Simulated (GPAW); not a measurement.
The system is InSb3.

```
Sb In
1.0
     4.80637    0.00000    0.00000
     0.00000    4.80637    0.00000
     0.00000    0.00000    4.80637
Sb In
3 1
Direct
  0.50000 0.50000 0.00000
  0.00000 0.50000 0.50000
  0.50000 0.00000 0.50000
  0.00000 0.00000 0.00000
```

The cell comes from a database or a generator and needn't be the stable form of this composition.

Base run:

| Property | Result |
| --- | --- |
| Program | GPAW 26.7.0 |
| Functional | LDA |
| Potentials or basis | the program's PAW data sets (release 1.2.1) made for this functional |
| Cutoff | 600 eV |
| Basis | pw |
| k mesh | 6 × 6 × 6 |
| Occupations | gaussian, width 0.05 eV |
| Spin | no spin polarisation |

Its results: band gap on the k mesh none (metal or under the smearing width); pressure -4.1 GPa.

Task: The run is repeated on the same cell with these changes: functional from LDA to PBE; potentials or basis from the program's PAW data sets (release 1.2.1) made for this functional to GPAW PAW data sets (gpaw-data 1.2.1). What comes out?

Result: Band gap on the k mesh none (metal or under the smearing width); pressure -0.1 GPa.
